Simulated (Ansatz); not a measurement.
# CH7GaO2Si: up Jacob's ladder to CCSD(T)

How much do the methods differ for CH7GaO2Si? The plan is to run it at one geometry with functionals of several rungs and with coupled cluster, and see how far each lands from CCSD(T) at the basis-set limit for the atomisation energy.

Computed with Ansatz 0.2.0, Gaussian basis. Level: functionals in def2-TZVPP, the program's frozen cores in correlated methods.

Levels to be run: LDA (SPW92), PBE-D4, revPBE-D4, BLYP-D4, r2SCAN-D4, B97M-V, PBE0-D4, B3LYP-D4, r2SCANh-D4, r2SCAN0-D4, HSE06-D4, BHLYP-D4, CAM-B3LYP-D4, LC-ωPBE, ωB97X-V, ωB97M-V, B2PLYP, PBE-QIDH; CCSD(T)/def2-SVP; CCSD(T)/def2-TZVPP; MP2/def2-QZVPP; extrapolation to the limit; RPA on PBE.

## (1) The geometry

An earlier PBE0-D4 in a triple-zeta def2 set relaxation fixed the geometry.

SMILES `CO[SiH](O)[GaH2]`, 12 atoms, charge 0, spin multiplicity 1.

Atoms are counted from 1 here; the program's logs count them from 0.

Bond lengths: C1–O2 1.409 Å, C1–H6 1.091 Å, C1–H7 1.094 Å, C1–H8 1.097 Å, O2–Si3 1.645 Å, Si3–O4 1.655 Å, Si3–Ga5 2.424 Å, Si3–H9 1.489 Å, O4–H10 0.960 Å, Ga5–H11 1.576 Å, Ga5–H12 1.575 Å. Angles: O2–C1–H6 108.4°, O2–C1–H7 111.1°, O2–C1–H8 111.8°, H6–C1–H7 108.7°, H6–C1–H8 108.5°, H7–C1–H8 108.3°, C1–O2–Si3 124.0°, O2–Si3–O4 112.7°, O2–Si3–Ga5 113.9°, O2–Si3–H9 102.3°, O4–Si3–Ga5 102.4°, O4–Si3–H9 110.1°, Ga5–Si3–H9 115.9°, Si3–O4–H10 117.7°, Si3–Ga5–H11 122.5°, Si3–Ga5–H12 120.8°, H11–Ga5–H12 116.6°.

Coordinates:

```
C    -1.4298    1.2553    0.0505
O    -0.3544    0.9667    0.9147
Si    0.9007   -0.0209    0.5222
O     1.7982    0.5601   -0.7411
Ga    0.2203   -2.2027   -0.2848
H    -2.2360    1.6955    0.6398
H    -1.1317    1.9688   -0.7240
H    -1.8108    0.3521   -0.4412
H     1.7119   -0.0142    1.7705
H     2.3319    1.3425   -0.5868
H    -1.1091   -2.4280   -1.1016
H     1.1086   -3.4753   -0.0182
```

## (2) LDA

This LDA is Slater exchange with PW92 correlation.

File in.yaml:

```yaml
crystal:
  periodic: [false, false, false]
  atoms:
    - {symbol: C, position_ang: [-1.429786, 1.255292, 0.050484]}
    - {symbol: O, position_ang: [-0.354373, 0.966718, 0.914713]}
    - {symbol: Si, position_ang: [0.900732, -0.020939, 0.522213]}
    - {symbol: O, position_ang: [1.798238, 0.560065, -0.741060]}
    - {symbol: Ga, position_ang: [0.220319, -2.202688, -0.284771]}
    - {symbol: H, position_ang: [-2.236016, 1.695502, 0.639778]}
    - {symbol: H, position_ang: [-1.131688, 1.968799, -0.724038]}
    - {symbol: H, position_ang: [-1.810751, 0.352123, -0.441233]}
    - {symbol: H, position_ang: [1.711932, -0.014190, 1.770502]}
    - {symbol: H, position_ang: [2.331857, 1.342516, -0.586752]}
    - {symbol: H, position_ang: [-1.109055, -2.427958, -1.101646]}
    - {symbol: H, position_ang: [1.108590, -3.475252, -0.018210]}
basis:
  gaussian: {orbitals: def2-TZVPP}
hamiltonian: {xc: lda}
output: {orbitals: {seedname: orbitals}}
```

The run is started by

```sh
> ansatz run in.yaml --threads 2 --pin off --events-out ev --progress --plain --max-ram 32768MiB --backend cuda --devices 0, --max-vram 18GiB
```

After this run come: PBE-D4 (GGA); revPBE-D4 (GGA); BLYP-D4 (GGA); r2SCAN-D4 (meta-GGA); B97M-V (meta-GGA); B3LYP-D4 (hybrid); r2SCANh-D4 (hybrid); r2SCAN0-D4 (hybrid); HSE06-D4 (hybrid); BHLYP-D4 (hybrid); CAM-B3LYP-D4 (range-separated); LC-ωPBE (range-separated); ωB97X-V (range-separated); ωB97M-V (range-separated); B2PLYP (double hybrid); PBE-QIDH (double hybrid); CCSD(T) in def2-SVP; CCSD(T) in def2-TZVPP; MP2 in def2-QZVPP; RPA on PBE orbitals.

**Question.** What will the summary of the whole plan be? Wanted: atomisation energy, CCSD(T)/CBS; farthest beyond LDA; mean size of error, GGA; mean size of error, meta-GGA; mean size of error, hybrid; mean size of error, range-separated; mean size of error, double hybrid; gap, smallest and largest; T1 diagnostic.

The runs gave:

| quantity | value |
| --- | --- |
| atomisation energy, CCSD(T)/CBS | 4089.6 kJ/mol |
| functionals within 40.9 kJ/mol (1.0 %) | PBE-D4, r2SCAN-D4, B97M-V, B3LYP-D4, r2SCANh-D4, CAM-B3LYP-D4, LC-ωPBE, ωB97X-V, ωB97M-V |
| farthest beyond LDA | BHLYP-D4 (-143.5 kJ/mol) |
| mean size of error, GGA | 50.3 kJ/mol |
| mean size of error, meta-GGA | 9.3 kJ/mol |
| mean size of error, hybrid | 68.4 kJ/mol |
| mean size of error, range-separated | 14.3 kJ/mol |
| mean size of error, double hybrid | 67.5 kJ/mol |
| gap, smallest and largest | 3.02 eV (LDA (SPW92)), 9.83 eV (LC-ωPBE) |
| T1 diagnostic | 0.0129 |
| triples share of the correlation energy | 3.6 % |

**Reading.** LDA overbinds by 552.8 kJ/mol (14 %). PBE-D4 misses by +8.0 kJ/mol. Double hybrids carry the basis error of their MP2 part in triple zeta, and no dispersion term here, so their miss is partly the set-up's. The rungs meta-GGA, range-separated miss on average by less than the doubt on the reference (40.9 kJ/mol), so they tie. The reference freezes the cores and leaves out relativity and excitations past (T), and its outer-core shells are covered unevenly, so misses under about 40.9 kJ/mol can't be ranked. Hartree-Fock recovers 72 % of the binding; the rest is correlation. CCSD(T) in def2-SVP is off by -293.3 kJ/mol, more than most functionals: a good method in a small basis is no reference. Orbital gaps span 3.0 to 9.8 eV; exact exchange widens them. Correlated methods include outer-core shells of Ga, which these sets cover unevenly.
